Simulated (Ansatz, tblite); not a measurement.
# (F2Al-mu-PH2)3 (Al₃F₆H₆P₃): spin states and exact exchange

Is the singlet the ground state of (F2Al-mu-PH2)3 (Al₃F₆H₆P₃)? Other spin states are computed and compared level by level.

The runs use Ansatz 0.2.0, Gaussian basis; as each input shows.

Levels to be run: triplet, at the geometry of the singlet (GFN1-xTB, GFN2-xTB, PBE0-D4/def2-TZVP, PBE-D4/def2-TZVP, r2SCAN-D4/def2-TZVP); the singlet's energies come from earlier runs.

### 1 The relaxed structure

The singlet was relaxed beforehand with PBE-D4/def2-SVP.

18 atoms, charge 0, spin multiplicity 1.

Bond lengths: Al1–F2 1.678 Å, Al1–F3 1.692 Å, Al1–P4 2.409 Å, Al1–P12 2.411 Å, P4–Al5 2.416 Å, P4–H13 1.428 Å, P4–H14 1.423 Å, Al5–F6 1.680 Å, Al5–F7 1.680 Å, Al5–P8 2.415 Å, P8–Al9 2.410 Å, P8–H15 1.427 Å, P8–H16 1.424 Å, Al9–F10 1.678 Å, Al9–F11 1.693 Å, Al9–P12 2.408 Å, P12–H17 1.426 Å, P12–H18 1.426 Å. Angles: F2–Al1–F3 121.7°, F2–Al1–P4 113.9°, F2–Al1–P12 114.5°, F3–Al1–P4 101.3°, F3–Al1–P12 99.3°, P4–Al1–P12 103.5°, Al1–P4–Al5 109.3°, Al1–P4–H13 108.0°, Al1–P4–H14 113.7°, Al5–P4–H13 109.8°, Al5–P4–H14 113.8°, H13–P4–H14 101.9°, P4–Al5–F6 105.5°, P4–Al5–F7 112.6°, P4–Al5–P8 99.4°, F6–Al5–F7 119.8°, F6–Al5–P8 112.4°, F7–Al5–P8 105.4° and more.

Coordinates:

```mol
Al3F6H6P3
  3D, bonds by distance, orders not assigned

 18 18  0  0  0  0  0  0  0  0999 V2000
    2.1541   -0.1822   -0.0077 Al  0  0
    3.7174   -0.5219   -0.5155 F   0  0
    1.8494    0.8220    1.3198 F   0  0
    0.7789    0.8412   -1.7003 P   0  0
   -0.9326    2.1766   -0.6410 Al  0  0
   -0.1660    3.5948   -0.1683 F   0  0
   -2.3454    2.2523   -1.5476 F   0  0
   -1.4495    0.7420    1.2317 P   0  0
   -1.4496   -1.5368    0.4487 Al  0  0
   -2.5239   -2.5488    1.2481 F   0  0
   -1.5327   -1.3212   -1.2289 F   0  0
    0.8780   -2.1140    0.6633 P   0  0
    1.6157    1.6748   -2.5027 H   0  0
    0.2755   -0.0798   -2.6615 H   0  0
   -2.7218    1.0665    1.7900 H   0  0
   -0.5810    0.9332    2.3435 H   0  0
    1.2563   -2.4910    1.9858 H   0  0
    1.1771   -3.3078   -0.0574 H   0  0
  1  2  8  0
  1  3  8  0
  1  4  8  0
  1 12  8  0
  4  5  8  0
  4 13  8  0
  4 14  8  0
  5  6  8  0
  5  7  8  0
  5  8  8  0
  8  9  8  0
  8 15  8  0
  8 16  8  0
  9 10  8  0
  9 11  8  0
  9 12  8  0
 12 17  8  0
 12 18  8  0
M  END
```

### 2 Triplet at the fixed geometry, GFN1-xTB

Tight binding, by tblite at 300 K electronic temperature and without a spin-polarisation term:

```python
tblite.interface.Calculator('GFN1-xTB', numbers, positions, charge=0, uhf=2).singlepoint()
```

Energy -1260.0378 eV; 0.044 s.

### 3 Triplet at the fixed geometry, GFN2-xTB

Tight binding, by tblite at 300 K electronic temperature and without a spin-polarisation term:

```python
tblite.interface.Calculator('GFN2-xTB', numbers, positions, charge=0, uhf=2).singlepoint()
```

Energy -1161.6232 eV; 0.039 s.

### 4 Triplet at the fixed geometry, PBE0-D4/def2-TZVP

in.yaml reads:

```yaml
crystal:
  periodic: [false, false, false]
  atoms:
    - {symbol: Al, position_ang: [2.154132, -0.182183, -0.007658]}
    - {symbol: F, position_ang: [3.717386, -0.521894, -0.515466]}
    - {symbol: F, position_ang: [1.849386, 0.822013, 1.319754]}
    - {symbol: P, position_ang: [0.778938, 0.841167, -1.700320]}
    - {symbol: Al, position_ang: [-0.932604, 2.176596, -0.640961]}
    - {symbol: F, position_ang: [-0.166007, 3.594804, -0.168337]}
    - {symbol: F, position_ang: [-2.345379, 2.252289, -1.547645]}
    - {symbol: P, position_ang: [-1.449492, 0.741967, 1.231698]}
    - {symbol: Al, position_ang: [-1.449602, -1.536810, 0.448684]}
    - {symbol: F, position_ang: [-2.523895, -2.548759, 1.248050]}
    - {symbol: F, position_ang: [-1.532665, -1.321176, -1.228874]}
    - {symbol: P, position_ang: [0.878041, -2.114031, 0.663341]}
    - {symbol: H, position_ang: [1.615719, 1.674844, -2.502684]}
    - {symbol: H, position_ang: [0.275467, -0.079758, -2.661508]}
    - {symbol: H, position_ang: [-2.721787, 1.066531, 1.790040]}
    - {symbol: H, position_ang: [-0.580996, 0.933151, 2.343544]}
    - {symbol: H, position_ang: [1.256294, -2.490958, 1.985753]}
    - {symbol: H, position_ang: [1.177052, -3.307793, -0.057413]}
basis:
  gaussian: {orbitals: def2-TZVP, fitting: {mean_field: def2-universal-jkfit}}
magnetization: {spin_polarized: true, initial_magnetization: 2}
hamiltonian: {xc: pbe0, dispersion: d4}
scf: {omitted_lower_state_checks: [starts]}
output: {orbitals: {seedname: orbitals}}
```

Command:

```
ansatz run in.yaml --threads 2 --pin off --events-out ev --progress --plain --max-ram 20480MiB --backend cuda --devices 0, --max-vram 18GiB
```

Standard output:

```text
Functional definition: PBE0
  name "PBE0"
  cite "Adamo & Barone, J. Chem. Phys. 110, 6158 (1999) doi:10.1063/1.478522"
  cite "Perdew, Burke & Ernzerhof, Phys. Rev. Lett. 77, 3865 (1996) doi:10.1103/PhysRevLett.77.3865"
  parent pbe
  parameter a = 0.25
  parameter kappa = 0.804
  parameter beta = 0.06672455060314922
  exchange = (1 - a)*pbe_x(kappa = kappa, mu = beta*pi^2/3) + a*exact_x
  correlation = pbe_c(beta = beta)
these checks for a lower state are left out or cut short: starts
1338 factors; integrals over basis functions are off by at most 1.6e0 eV
mean field evaluation 1: about -64028.4994 eV, gradient 6.4e1 eV
mean field evaluation 2: about -63983.9524 eV, gradient 1.3e2 eV
mean field evaluation 4: about -64040.3635 eV, gradient 6.4e0 eV
mean field evaluation 8: about -64040.6315 eV, gradient 6.2e-1 eV
mean field evaluation 16: about -64040.6673 eV, gradient 6.1e-2 eV
mean field evaluation 32: about -64040.6684 eV, gradient 5.2e-4 eV
mean field -64040.66837158 eV, -2353.4511543315 hartree, gradient 1.2e-5 eV, S^2 2.007557; 0 other end points of the search recorded, 0 dependent functions left out
reference -64040.66842812 eV, -2353.4511564093 hartree; 73, 71 occupied and 371, 373 virtual orbitals, 1338 factors
Total energy: -64041.34730954 eV, -2353.4761048412 hartree
Checks for a lower state left out: starts
```

Run time: 8 s. Hardware: 1 × H100 (card shared with other runs) with 2 threads of AMD EPYC 7R13, shared host; peak host memory 0.99 GiB.

From the report: HOMO -3.45 eV, LUMO -7.10 eV (over both spins; with the spin held, an empty level of the minority spin lies below the top filled one); ⟨S²⟩ 2.008 (pure: 2.00).

### 5 Triplet at the fixed geometry, PBE-D4/def2-TZVP

start.molden holds the orbitals of an earlier run on this state, given as this run's starting guess.

in.yaml: that of step 4 with these lines changed.

```diff
@@ -22,5 +22,5 @@
 basis:
-  gaussian: {orbitals: def2-TZVP, fitting: {mean_field: def2-universal-jkfit}}
+  gaussian: {orbitals: def2-TZVP, fitting: {mean_field: def2-universal-jkfit}, initial_orbitals: start.molden}
 magnetization: {spin_polarized: true, initial_magnetization: 2}
-hamiltonian: {xc: pbe0, dispersion: d4}
+hamiltonian: {xc: pbe, dispersion: d4}
 scf: {omitted_lower_state_checks: [starts]}
```

Launched as before.

Standard output:

```text
Functional definition: PBE
  name "PBE"
  cite "Perdew, Burke & Ernzerhof, Phys. Rev. Lett. 77, 3865 (1996) doi:10.1103/PhysRevLett.77.3865"
  parent pbe
  parameter kappa = 0.804
  parameter beta = 0.06672455060314922
  exchange = pbe_x(kappa = kappa, mu = beta*pi^2/3)
  correlation = pbe_c(beta = beta)
these checks for a lower state are left out or cut short: starts
1338 factors; integrals over basis functions are off by at most 1.6e0 eV
mean field evaluation 1: about -64036.4881 eV, gradient 1.4e1 eV
mean field evaluation 2: about -64036.8950 eV, gradient 5.8e-1 eV
mean field evaluation 4: about -64036.9405 eV, gradient 1.8e-1 eV
mean field evaluation 8: about -64036.9414 eV, gradient 2.5e-5 eV
mean field evaluation 16: about -64036.9414 eV, gradient 9.6e-6 eV
mean field -64036.94137592 eV, -2353.3141897672 hartree, gradient 9.6e-6 eV, S^2 2.002913; 0 other end points of the search recorded, 0 dependent functions left out
reference -64036.94145311 eV, -2353.3141926040 hartree; 73, 71 occupied and 371, 373 virtual orbitals, 1338 factors
Total energy: -64037.70960091 eV, -2353.3424215147 hartree
Checks for a lower state left out: starts
```

Run time: 4.7 s. Hardware: 1 × H100 (card shared with other runs) with 2 threads of AMD EPYC 7R13, shared host; peak host memory 0.98 GiB.

Report: HOMO -2.79 eV, LUMO -7.35 eV (over both spins; with the spin held, an empty level of the minority spin lies below the top filled one); ⟨S²⟩ 2.003 (pure: 2.00).

### 6 Triplet at the fixed geometry, r2SCAN-D4/def2-TZVP

in.yaml: that of step 5 with these lines changed.

```diff
@@ -24,3 +24,3 @@
 magnetization: {spin_polarized: true, initial_magnetization: 2}
-hamiltonian: {xc: pbe, dispersion: d4}
+hamiltonian: {xc: r2scan, dispersion: d4}
 scf: {omitted_lower_state_checks: [starts]}
```

Launched as before.

Standard output:

```text
Functional definition: r2SCAN
  name "r2SCAN"
  cite "Furness, Kaplan, Ning, Perdew & Sun, J. Phys. Chem. Lett. 11, 8208 (2020) doi:10.1021/acs.jpclett.0c02405"
  cite "Furness, Kaplan, Ning, Perdew & Sun, J. Phys. Chem. Lett. 11, 9248 (2020) doi:10.1021/acs.jpclett.0c03077"
  parent r2scan
  parameter k0 = 0.174
  parameter k1 = 0.065
  parameter a1 = 4.9479
  exchange = r2scan_x(k0 = k0, k1 = k1, a1 = a1)
  correlation = r2scan_c
these checks for a lower state are left out or cut short: starts
1338 factors; integrals over basis functions are off by at most 1.6e0 eV
mean field evaluation 1: about -64065.8140 eV, gradient 8.5e0 eV
mean field evaluation 2: about -64065.9271 eV, gradient 2.5e-1 eV
mean field evaluation 4: about -64065.9480 eV, gradient 6.7e-2 eV
mean field evaluation 8: about -64065.9482 eV, gradient 1.5e-4 eV
mean field evaluation 16: about -64065.9482 eV, gradient 1.3e-5 eV
mean field -64065.94822976 eV, -2354.3801719842 hartree, gradient 7.1e-6 eV, S^2 2.006885; 0 other end points of the search recorded, 0 dependent functions left out
reference -64065.94825714 eV, -2354.3801729907 hartree; 73, 71 occupied and 371, 373 virtual orbitals, 1338 factors
Total energy: -64066.14943814 eV, -2354.3875662560 hartree
Checks for a lower state left out: starts
```

It took 6.5 s on 1 × H100 (card shared with other runs) with 2 threads of AMD EPYC 7R13, shared host; peak host memory 1.1 GiB.

From the report: HOMO -2.86 eV, LUMO -7.49 eV (over both spins; with the spin held, an empty level of the minority spin lies below the top filled one); ⟨S²⟩ 2.007 (pure: 2.00).

### 7 Triplet less singlet, vertical

The singlet's energies are those of its earlier runs, whose logs aren't repeated here.

| level | triplet less singlet, vertical (kcal/mol) | time |
| --- | --- | --- |
| GFN1-xTB | +88.5 | 0.078 s |
| GFN2-xTB | +90.1 | 0.069 s |
| PBE-D4/def2-TZVP | +108.0 | 6.6 s |
| r2SCAN-D4/def2-TZVP | +114.7 | 9.5 s |
| PBE0-D4/def2-TZVP | +121.9 | 10 s |

Times add the two runs; a level without a time comes out of a correlated run. Tight binding without a spin term can't rank spin states.

### 8 Outcome

| quantity | value |
| --- | --- |
| triplet less singlet, vertical, functionals in def2-TZVP | +108.0 (PBE-D4) to +121.9 kcal/mol (PBE0-D4) |

What this shows: All functionals put the triplet above the singlet, over a spread of 13.9 kcal/mol. The checks for a lower triplet were left out, so another state of that spin may lie lower. These are electronic energies, without zero-point motion, entropy or surroundings.
